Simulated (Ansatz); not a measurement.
# La (hcp type): a single-point run

Wanted: a converged single-point run for La (hcp type), and a check of what comes out. The structure is shown as the input types it.

Computed with Ansatz 0.2.0 (DFT, LDA, all-electron PAW with datasets made for the crystal, scalar-relativistic, unless a step's input says otherwise).

1 further run of the same task is left out (it didn't finish). Runs told in other sessions of the task aren't counted.

**1. Starting point**

It takes space group P6_3/mmc (No. 194, hexagonal). The conventional cell has a = 4.937 Å, b = 4.937 Å, c = 8.359 Å, α = 90.00°, β = 90.00°, γ = 120.00°.

Structure file:

```
La
1.0
     4.93695    0.00000    0.00000
    -2.46848    4.27553    0.00000
     0.00000    0.00000    8.35893
La
2
Direct
  0.33333 0.66667 0.25000
  0.66667 0.33333 0.75000
```

**2. Input and run**

input.yaml reads:

```yaml
crystal:
  lattice:
    - [4.93695169, 0.0, 0.0]
    - [-2.46847585, 4.27552558, 0.0]
    - [0.0, 0.0, 8.35892795]
  atoms:
    - { symbol: La, position: [0.3333333333, 0.6666666667, 0.25] }
    - { symbol: La, position: [0.6666666667, 0.3333333333, 0.75] }
kpoints:
  mp_grid: { grid: [12, 12, 7] }
scf:
  occupations: { method: fermi_dirac, width: 0.08 }
  max_iter: 50
hamiltonian:
  xc: lda
  pseudopotentials: { kind: all_electron, datasets: crystal }
output:
  forces: true
  stress: true
  eigenvalues: true
```

Started as:

```console
ansatz run input.yaml --threads 1 --pin off --max-ram 2048MiB --backend cpu --events-out ev --progress --plain --runs-dir out
```

Q: Will this input give a usable result? If not, why, and what should change?

The program finished normally, with warnings (crystal datasets made). Convergence says nothing about whether the input makes sense.

The geometry is stretched towards separate atoms, where one determinant is a poor description. The shortest distance in the input is 4.94 Å.

Fix: restore the intended geometry.
